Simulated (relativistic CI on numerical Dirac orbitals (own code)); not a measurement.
# Os⁺: O2,3 absorption multiplets

Aim: the O2,3 absorption spectrum of Os⁺ in 4 surroundings, from the same atomic integrals.

Program: relativistic CI on numerical Dirac orbitals (own code) version 1. Level of theory: Dirac-Coulomb-Breit CI, KLI orbitals optimised for each configuration, model QED (radiative potential, 1s self-energy scaled to tabulated hydrogen-like ionisation energies), valence Slater integrals scaled by 0.9, multiplet model of core-to-valence dipole absorption in a parametric crystal field. These are calculated values, not measurements, unless marked.

**1. The atom as given**

```
ion                                            : Os⁺ (Os II)
nuclear charge                                 : 76
electrons                                      : 75
configurations                                 : [Xe] 4f14 5d7 → [Kr] 4d10 4f14 5s2 5p5 5d8
magnetising field for the dichroism, Lz and Sz : exchange field 10 meV on Sz; these come from the lowest magnetised state alone (0 K)
temperature of the isotropic spectrum          : 300 K
widths                                         : Lorentz 1 eV, Gauss 0.3 eV
surrounding 1                                  : Oh, 10Dq = 24350 cm⁻¹
surrounding 2                                  : Oh, 10Dq = 29400 cm⁻¹
surrounding 3                                  : Oh, 10Dq = 34500 cm⁻¹
surrounding 4                                  : Oh, 10Dq = 39550 cm⁻¹
```

**2. Surrounding 1: Oh, 10Dq = 24350**

The run's settings:

```ini
atom Os  Z=76  charge=1  electrons=75
nucleus A=192  rms_radius_fm=5.4126
hamiltonian dirac-coulomb  breit=on  qed=on  c_scale=1
orbitals kli  potential=per-configuration
slater_scale 0.9
correlation none
mixing on
configurations
  [Xe] 4f14 5d7
  [Kr] 4d10 4f14 5s2 5p5 5d8
end
absorption O2,3 T=300 lorentz=1 gauss=0.3
crystal_field Oh 10Dq=24350
```

**3. Surrounding 2: Oh, 10Dq = 29400**

The settings differ from step 2 so:

```diff
@@ -12,2 +12,2 @@
 absorption O2,3 T=300 lorentz=1 gauss=0.3
-crystal_field Oh 10Dq=24350
+crystal_field Oh 10Dq=29400
```

**4. Surrounding 3: Oh, 10Dq = 34500**

The settings differ from step 3 so:

```diff
@@ -12,2 +12,2 @@
 absorption O2,3 T=300 lorentz=1 gauss=0.3
-crystal_field Oh 10Dq=29400
+crystal_field Oh 10Dq=34500
```

**5. Surrounding 4: Oh, 10Dq = 39550**

The settings differ from step 4 so:

```diff
@@ -12,2 +12,2 @@
 absorption O2,3 T=300 lorentz=1 gauss=0.3
-crystal_field Oh 10Dq=34500
+crystal_field Oh 10Dq=39550
```

(Steps that only read results are left out.)

Before running it: what results should come out? Wanted: highest peak, first run; ground spin; core spin-orbit splitting.

The runs gave:

| surrounding | ground S | Lz (0 K) | Sz (0 K) | centroid (eV) | share of the lower edge | up to four highest peaks (% of the highest), eV |
| --- | --- | --- | --- | --- | --- | --- |
| 1: Oh | 0.60 | -0.37 | -0.52 | 51.21 | - | 45.0 (43), 47.5 (100), 48.5 (89), 60.0 (68) |
| 2: Oh | 0.56 | -0.32 | -0.51 | 51.89 | - | 47.2 (100), 48.0 (80), 49.2 (91), 60.5 (79) |
| 3: Oh | 0.54 | -0.28 | -0.50 | 52.47 | - | 45.8 (35), 47.8 (100), 49.8 (86), 61.0 (78) |
| 4: Oh | 0.52 | -0.25 | -0.50 | 52.98 | - | 46.0 (33), 48.2 (100), 50.2 (80), 61.5 (79) |

| quantity | value |
| --- | --- |
| highest peak, first run | 47.5 eV |
| ground spin (effective S from ⟨S²⟩) | 0.52 to 0.60 |
| core spin-orbit splitting (without Breit) | 12.12 eV |

The position of the maximum differs by up to 1.0 eV between the surroundings, by shifts of peaks or by peaks exchanging rank. Edge positions are free-ion values and differ from those in solids by a few eV or more.
